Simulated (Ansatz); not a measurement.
# C3H10OSi (trimethylsilanol): a chain of runs

Wanted: a series of 14 runs (HF/STO-3G, UHF/STO-3G, HF/3-21G, UHF/3-21G, HF/6-31G*, B3LYP/6-31G*, MP2/6-31G*) of C3H10OSi. 

The calculation is run with Ansatz 0.2.0.

## 1. The structure to begin with

C3H10OSi has 15 atoms, charge 0, and is taken as a singlet. As SMILES, `C[Si](C)(C)O`. The coordinates come from a PBE0-D4/def2-TZVP relaxation. This is one conformer, not always the lowest. The run starts from this shape.

Bond lengths: C1–Si2 1.870 Å, Si2–C3 1.870 Å, Si2–C4 1.861 Å, Si2–O5 1.660 Å, C1–H6 1.094 Å, C1–H7 1.094 Å, C1–H8 1.093 Å, C3–H9 1.094 Å, C3–H10 1.093 Å, C3–H11 1.094 Å, C4–H12 1.093 Å, C4–H13 1.093 Å, C4–H14 1.093 Å, O5–H15 0.957 Å. Some angles: C1–Si2–C3 109.3°, C1–Si2–C4 111.0°, C1–Si2–O5 110.3°, C3–Si2–C4 111.0°, C3–Si2–O5 110.3°, C4–Si2–O5 104.8°, Si2–C1–H6 111.5°, Si2–C1–H7 111.0°, Si2–C1–H8 111.0°, Si2–C3–H9 111.5°.

## 2. A structure relaxation at HF/STO-3G (paw set gaussian, start density atoms) (run 1)

run.yaml reads:

```yaml
crystal:
  periodic: [false, false, false]
  atoms:
    - {symbol: C, position_ang: [-1.759880, 0.191150, 0.071540]}
    - {symbol: Si, position_ang: [0.089930, 0.200980, -0.204700]}
    - {symbol: C, position_ang: [0.959910, 0.370300, 1.442320]}
    - {symbol: C, position_ang: [0.639300, -1.339490, -1.093220]}
    - {symbol: O, position_ang: [0.516200, 1.448090, -1.213440]}
    - {symbol: H, position_ang: [-2.095970, 1.106050, 0.568270]}
    - {symbol: H, position_ang: [-2.057470, -0.651720, 0.702020]}
    - {symbol: H, position_ang: [-2.296730, 0.107790, -0.876880]}
    - {symbol: H, position_ang: [0.664600, 1.288070, 1.959260]}
    - {symbol: H, position_ang: [2.044780, 0.393380, 1.311290]}
    - {symbol: H, position_ang: [0.718200, -0.468650, 2.101280]}
    - {symbol: H, position_ang: [0.405110, -2.234400, -0.510590]}
    - {symbol: H, position_ang: [1.717690, -1.322690, -1.268870]}
    - {symbol: H, position_ang: [0.142180, -1.426990, -2.062380]}
    - {symbol: H, position_ang: [0.312140, 2.338130, -0.925910]}
basis:
  gaussian:
    orbitals: STO-3G
hamiltonian:
  xc: hf
relax:
  f_tol: 0.002
output: {orbitals: {seedname: orbitals}}
```

The run is started by

```
$ ansatz run run.yaml --threads 1 --pin off --max-ram 3480MiB --events-out events.jsonl --progress --plain --runs-dir runs
```

Standard output:

```text
Warning: RAYON_NUM_THREADS=1 ignored (pool sized by the plan → 1); use --threads N
The last accepted step is kept in runs//last_step.txt (removed where the run ends without a failure and the disk answers)
[... 56 lines left out ...]
Total energy: -12995.18107869 eV, -477.5640961916 hartree
[... 15 lines left out ...]
Dipole moment:    -0.126881     0.010502     0.250353 e Å
```

Wall time 8.1 s (1 thread of Arm Neoverse V2, shared host); peak memory 0.11 GiB.

Step by step:

```
step  energy from the first frame kept (eV)  largest force (eV/Å)
   1                                 0.0000                2.0399
   2                                -0.0794                0.8500
   3                                -0.1015                0.6171
   4                                -0.1064                0.1361
   5                                -0.1075                0.0209
   6                                -0.1075                0.0041
   7                                -0.1075                0.0011
```

After the run. Bond lengths: C1–Si2 1.863 Å, Si2–C3 1.863 Å, Si2–C4 1.857 Å, Si2–O5 1.682 Å, C1–H6 1.082 Å, C1–H7 1.082 Å, C1–H8 1.082 Å, C3–H9 1.082 Å, C3–H10 1.082 Å, C3–H11 1.082 Å, C4–H12 1.082 Å, C4–H13 1.082 Å, C4–H14 1.082 Å, O5–H15 0.985 Å. Some angles: C1–Si2–C3 109.1°, C1–Si2–C4 110.6°, C1–Si2–O5 110.2°, C3–Si2–C4 110.6°, C3–Si2–O5 110.2°, C4–Si2–O5 106.1°, Si2–C1–H6 111.8°, Si2–C1–H7 111.0°, Si2–C1–H8 111.4°, Si2–C3–H9 111.8°.

## 3. The harmonic vibrations at HF/STO-3G (paw set gaussian, start density atoms) (run 2)

molecule.yaml reads:

```yaml
crystal:
  periodic: [false, false, false]
  atoms:
    - {symbol: C, position_ang: [-1.744544, 0.197824, 0.057580]}
    - {symbol: Si, position_ang: [0.097342, 0.205980, -0.220078]}
    - {symbol: C, position_ang: [0.961376, 0.376163, 1.421320]}
    - {symbol: C, position_ang: [0.634441, -1.348922, -1.082433]}
    - {symbol: O, position_ang: [0.526303, 1.474678, -1.237140]}
    - {symbol: H, position_ang: [-2.080036, 1.101510, 0.549775]}
    - {symbol: H, position_ang: [-2.039441, -0.637425, 0.679073]}
    - {symbol: H, position_ang: [-2.284396, 0.115653, -0.876579]}
    - {symbol: H, position_ang: [0.670182, 1.282767, 1.935844]}
    - {symbol: H, position_ang: [2.036455, 0.400435, 1.301062]}
    - {symbol: H, position_ang: [0.724851, -0.455242, 2.072228]}
    - {symbol: H, position_ang: [0.396611, -2.226478, -0.495637]}
    - {symbol: H, position_ang: [1.702092, -1.350597, -1.257725]}
    - {symbol: H, position_ang: [0.145687, -1.453240, -2.042040]}
    - {symbol: H, position_ang: [0.253068, 2.316895, -0.805258]}
basis:
  gaussian: {orbitals: STO-3G}
total_charge: 0
hamiltonian: {xc: hf}
phonons: {temperatures: {t_min: 298.15, t_max: 298.15, t_step: 1}}
```

The run is started by

```
$ ansatz run molecule.yaml --threads 1 --pin off --max-ram 3480MiB --events-out events.jsonl --progress --plain --runs-dir runs
```

Standard output:

```text
Warning: RAYON_NUM_THREADS=1 ignored (pool sized by the plan → 1); use --threads N
[... 482 lines left out ...]
Total energy: -12995.18106629 eV, -477.5640957361 hartree
[... 15 lines left out ...]
Dipole moment:    -0.126880     0.010501     0.250352 e Å
Vibrations: 114.40 129.60 135.76 217.79 235.73 259.10 282.56 313.92 327.32 726.27 885.23 893.66 932.04 952.71 1002.45 1005.27 1099.32 1107.47 1143.47 1311.40 1679.33 1679.60 1688.25 1846.60 1848.20 1850.76 1851.86 1853.22 1855.31 3565.18 3565.34 3569.67 3745.50 3746.07 3749.19 3750.00 3751.10 3753.15 4251.41 cm⁻¹, zero-point energy 4.133336 eV
```

It took 62 s on 1 thread of Arm Neoverse V2, shared host; peak memory 0.088 GiB.

Runs 3 to 7 aren't shown in full; the table further down has their settings and results.

## 4. The doublet cation: a structure relaxation at UHF/3-21G (paw set gaussian, start density atoms) (run 8)

run.yaml reads:

```yaml
basis:
  gaussian: {orbitals: 3-21G.json}
crystal:
  periodic: [false, false, false]
  atoms:
    - {symbol: C, position_ang: [-1.789487, 0.185559, 0.083032]}
    - {symbol: Si, position_ang: [0.092494, 0.224643, -0.212876]}
    - {symbol: C, position_ang: [0.968772, 0.367343, 1.473157]}
    - {symbol: C, position_ang: [0.644417, -1.355954, -1.101311]}
    - {symbol: O, position_ang: [0.517528, 1.499757, -1.222974]}
    - {symbol: H, position_ang: [-2.139573, 1.075152, 0.599944]}
    - {symbol: H, position_ang: [-2.056185, -0.673373, 0.693909]}
    - {symbol: H, position_ang: [-2.332594, 0.108065, -0.854018]}
    - {symbol: H, position_ang: [0.667877, 1.260191, 2.014838]}
    - {symbol: H, position_ang: [2.047597, 0.396722, 1.353542]}
    - {symbol: H, position_ang: [0.726584, -0.489959, 2.096407]}
    - {symbol: H, position_ang: [0.405709, -2.237451, -0.512187]}
    - {symbol: H, position_ang: [1.715670, -1.347792, -1.275341]}
    - {symbol: H, position_ang: [0.151436, -1.450969, -2.063536]}
    - {symbol: H, position_ang: [0.379746, 2.438064, -1.072597]}
total_charge: 1
magnetization: {spin_polarized: true, initial_magnetization: 1}
hamiltonian: {xc: hf}
relax: {}
```

The basis set 3-21G is read from a file made from the Basis Set Exchange's data (not shown).

The run is started by

```
$ ansatz run run.yaml --threads 1 --pin off --max-ram 3480MiB --events-out events.jsonl --progress --plain --runs-dir runs
```

Standard output:

```text
Warning: RAYON_NUM_THREADS=1 ignored (pool sized by the plan → 1); use --threads N
The last accepted step is kept in runs//last_step.txt (removed where the run ends without a failure and the disk answers)
[... 226 lines left out ...]
Total energy: -13072.46339186 eV, -480.4041688170 hartree
[... 15 lines left out ...]
Dipole moment:    -0.134088     0.537139    -0.316133 e Å
```

It took 57 s on 1 thread of Arm Neoverse V2, shared host; peak memory 0.19 GiB.

Steps, from the record of the run:

```
step  energy from the first frame kept (eV)  largest force (eV/Å)
   1                                 0.0000                7.3089
   3                                -0.8890                1.2693
   5                                -0.9789                0.1538
   7                                -0.9806                0.0173
   9                                -0.9808                0.0645
  11                                -0.9811                0.0257
  13                                -0.9819                0.0243
  15                                -0.9237                2.0188
  17                                -0.9836                0.0211
  19                                -0.9844                0.0479
  21                                -0.9852                0.0370
  23                                -0.9856                0.0896
  25                                -0.9858                0.0358
  27                                -0.9860                0.0312
  29                                -0.9861                0.0276
  31                                -0.9861                0.0228
  33                                -0.9861                0.0022
```

After the run. Bond lengths: C1–Si2 1.882 Å, Si2–C3 1.881 Å, Si2–C4 1.881 Å, Si2–O5 1.979 Å, C1–H6 1.086 Å, C1–H7 1.088 Å, C1–H8 1.086 Å, C3–H9 1.085 Å, C3–H10 1.085 Å, C3–H11 1.088 Å, C4–H12 1.088 Å, C4–H13 1.085 Å, C4–H14 1.085 Å, O5–H15 0.991 Å. Some angles: C1–Si2–C3 117.6°, C1–Si2–C4 117.7°, C1–Si2–O5 101.9°, C3–Si2–C4 118.0°, C3–Si2–O5 97.0°, C4–Si2–O5 97.1°, Si2–C1–H6 112.3°, Si2–C1–H7 109.6°, Si2–C1–H8 112.3°, Si2–C3–H9 112.3°.

Runs 9 to 13 aren't shown in full; the table further down has their settings and results.

## 5. Vibrational wavenumbers at MP2/6-31G(d) (Cartesian functions, paw set gaussian, start density atoms) (run 14)

molecule.yaml reads:

```yaml
crystal:
  periodic: [false, false, false]
  atoms:
    - {symbol: C, position_ang: [-1.769184, 0.192053, 0.074216]}
    - {symbol: Si, position_ang: [0.091432, 0.207643, -0.208558]}
    - {symbol: C, position_ang: [0.963178, 0.372125, 1.451290]}
    - {symbol: C, position_ang: [0.641348, -1.344846, -1.096659]}
    - {symbol: O, position_ang: [0.530588, 1.464487, -1.244283]}
    - {symbol: H, position_ang: [-2.116508, 1.103368, 0.572059]}
    - {symbol: H, position_ang: [-2.058421, -0.653728, 0.706860]}
    - {symbol: H, position_ang: [-2.310974, 0.101755, -0.871805]}
    - {symbol: H, position_ang: [0.673686, 1.287276, 1.978233]}
    - {symbol: H, position_ang: [2.049753, 0.389088, 1.325946]}
    - {symbol: H, position_ang: [0.715433, -0.470892, 2.104888]}
    - {symbol: H, position_ang: [0.407153, -2.241576, -0.514458]}
    - {symbol: H, position_ang: [1.720404, -1.331047, -1.273582]}
    - {symbol: H, position_ang: [0.145491, -1.434956, -2.067153]}
    - {symbol: H, position_ang: [0.316611, 2.359252, -0.937003]}
basis:
  gaussian:
    orbitals: "6-31G*"
correlation:
  method: mp2
phonons:
  temperatures: {t_min: 298.15, t_max: 298.15, t_step: 1}
```

The run is started by

```
$ ansatz run molecule.yaml --threads 1 --pin off --max-ram 3480MiB --events-out events.jsonl --progress --plain --runs-dir runs
```

Standard output:

```text
Warning: RAYON_NUM_THREADS=1 ignored (pool sized by the plan → 1); use --threads N
[... 70 lines left out ...]
9 core orbitals not correlated: weight in the atoms' cores, before any rotation towards them, 1.000 or more for the frozen orbitals, at most 0.000 for the correlated occupied ones
[... 151 lines left out ...]
9 core orbitals not correlated: weight in the atoms' cores, before any rotation towards them, 1.000 or more for the frozen orbitals, at most 0.000 for the correlated occupied ones
[... 151 lines left out ...]
9 core orbitals not correlated: weight in the atoms' cores, before any rotation towards them, 1.000 or more for the frozen orbitals, at most 0.000 for the correlated occupied ones
[... 152 lines left out ...]
9 core orbitals not correlated: weight in the atoms' cores, before any rotation towards them, 1.000 or more for the frozen orbitals, at most 0.000 for the correlated occupied ones
[... 156 lines left out ...]
Dipole moment:    -0.142783     0.097996     0.270394 e Å
[... 1 line left out ...]
Checks for a lower state left out: cluster_reference
```

It took 6.5 min on 1 thread of Arm Neoverse V2, shared host; peak memory 0.25 GiB.

## 6. The series

```
run                                                                      level         task  walk f tol  partner  energy (Eh)  dipole moment (D)  wall time
  1                          HF/STO-3G (paw set gaussian, start density atoms)     optimise       0.002     base  -477.564096               1.35      8.1 s
  2                          HF/STO-3G (paw set gaussian, start density atoms)  frequencies           –     base  -477.564096               1.35       62 s
  3                         UHF/STO-3G (paw set gaussian, start density atoms)       energy           –   cation  -477.330505                  –     0.62 s
  4                         UHF/STO-3G (paw set gaussian, start density atoms)     optimise           –   cation  -477.364190                  –       12 s
  5                           HF/3-21G (paw set gaussian, start density atoms)     optimise       0.002     base  -480.718327               1.59      9.9 s
  6                           HF/3-21G (paw set gaussian, start density atoms)  frequencies           –     base  -480.718327               1.59       68 s
  7                          UHF/3-21G (paw set gaussian, start density atoms)       energy           –   cation  -480.367948                  –      2.8 s
  8                          UHF/3-21G (paw set gaussian, start density atoms)     optimise           –   cation  -480.404169                  –       57 s
  9     HF/6-31G* (Cartesian functions, paw set gaussian, start density atoms)     optimise       0.002     base  -483.279482               1.50       19 s
 10     HF/6-31G* (Cartesian functions, paw set gaussian, start density atoms)  frequencies           –     base  -483.279482               1.50    2.9 min
 11  B3LYP/6-31G* (Cartesian functions, paw set gaussian, start density atoms)     optimise       0.002     base  -485.133309               1.47       39 s
 12  B3LYP/6-31G* (Cartesian functions, paw set gaussian, start density atoms)  frequencies           –     base  -485.133309               1.47    5.3 min
 13    MP2/6-31G* (Cartesian functions, paw set gaussian, start density atoms)     optimise       0.002     base  -483.936386               1.54       37 s
 14    MP2/6-31G* (Cartesian functions, paw set gaussian, start density atoms)  frequencies           –     base  -483.936386               1.54    6.5 min
```

## 7. Outcome

```
                                                                          quantity          value
                                                  run 14, MP2/6-31G*: total energy  -483.93639 Eh
                            run 14, MP2/6-31G*: dipole moment (correlated density)         1.54 D
                   run 14, MP2/6-31G*: correlation energy (9 core orbitals frozen)     -658.3 mEh
                                      run 14, MP2/6-31G*: largest force on an atom     0.001 eV/Å
                                    run 14, MP2/6-31G*: lowest harmonic wavenumber       141 cm⁻¹
                                   run 14, MP2/6-31G*: highest harmonic wavenumber      3824 cm⁻¹
                                             run 14, MP2/6-31G*: zero-point energy   336.8 kJ/mol
                     vertical ionisation energy (to the doublet cation), HF/STO-3G       6.356 eV
                      vertical ionisation energy (to the doublet cation), HF/3-21G       9.534 eV
adiabatic ionisation energy (to the doublet cation, no zero-point term), HF/STO-3G       5.440 eV
 adiabatic ionisation energy (to the doublet cation, no zero-point term), HF/3-21G       8.549 eV
```

What this shows: At HF/STO-3G: the vertical ionisation energy comes to 6.36 eV (147 kcal/mol). In a minimal basis such a difference can be off by several eV, whatever the method. At HF/3-21G: removing an electron at fixed nuclei costs 9.53 eV (920 kJ/mol). At HF/STO-3G: the adiabatic ionisation energy (to the doublet cation, no zero-point term) is 5.44 eV (125 kcal/mol). At HF/3-21G: the adiabatic ionisation energy (to the doublet cation, no zero-point term) is 8.55 eV (825 kJ/mol). In runs 1, 2, 3, 4 the basis is minimal, so the values are rough. All runs together took 20 min, the longest 6.5 min.
